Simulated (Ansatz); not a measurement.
# NaW3: the cost of one run

Program: Ansatz 0.2.0. Level of theory: DFT PBE, scalar-relativistic, plane waves, PAW. These are calculated values, not measurements.

1 further run of the same task is left out (it didn't finish).

**1. The system as given**

The structure is tetragonal, space group P4/mmm (No. 123). The conventional cell has a = 4.050 Å, b = 4.050 Å, c = 4.008 Å, α = 90.00°, β = 90.00°, γ = 90.00°. Na (site symmetry 4/mmm) is surrounded by 12 W at 2.85 to 2.86 Å. W (site symmetry mmm) has 4 Na at 2.85 Å and 8 W at 2.85 to 2.86 Å as nearest neighbours. Around W (site symmetry 4/mmm) lie 8 W at 2.85 Å and 4 Na at 2.86 Å.

Coordinates:

```cif
data_structure
_symmetry_space_group_name_H-M 'P 1'
_symmetry_Int_Tables_number 1
_cell_length_a 4.0497
_cell_length_b 4.0497
_cell_length_c 4.0080
_cell_angle_alpha 90.000
_cell_angle_beta 90.000
_cell_angle_gamma 90.000
_cell_volume 65.73
loop_
_atom_site_label
_atom_site_type_symbol
_atom_site_fract_x
_atom_site_fract_y
_atom_site_fract_z
_atom_site_occupancy
Na1 Na 0.00000 0.00000 0.00000 1
W1 W 0.00000 0.50000 0.50000 1
W2 W 0.50000 0.00000 0.50000 1
W3 W 0.50000 0.50000 0.00000 1
```

This is candidate A: Cu3Pd type (P4/mmm, No. 123).

(A quick probe on a coarse mesh, which set the mesh and smearing, is not shown.)

**3. Full relaxation (candidate A)**

File input.yaml:

```yaml
crystal:
  lattice:
    - [4.0496637378, 0.0, 0.0]
    - [0.0, 4.0496637378, 0.0]
    - [0.0, 0.0, 4.0080388468]
  atoms:
    - { symbol: Na, position: [0.0, 0.0, 0.0] }
    - { symbol: W, position: [0.0, 0.5, 0.5] }
    - { symbol: W, position: [0.5, 0.0, 0.5] }
    - { symbol: W, position: [0.5, 0.5, 0.0] }
basis:
  ecutwfc: 420
kpoints:
  mp_grid: { grid: [12, 12, 12] }
hamiltonian:
  xc: pbe
scf:
  occupations: { method: gaussian, width: 0.1 }
output:
  forces: true
  stress: true
  eigenvalues: true
  write_density: true
  write_potential: true
  elf: true
  volumetric_format: npy
relax:
  adjacent_minimum: "off"
  f_tol: 0.01
  max_steps: 80
  cell: { stress_tol: 0.05 }
```

Launch:

```console
ansatz run input.yaml --threads 1 --pin off --max-ram 2560MiB --backend cpu --events-out ev --progress --plain --runs-dir out
```

Q: Estimate wall time and peak memory on 1 thread of Arm Neoverse V1, shared host.

About 2.1 min, with a peak of 0.55 GiB.
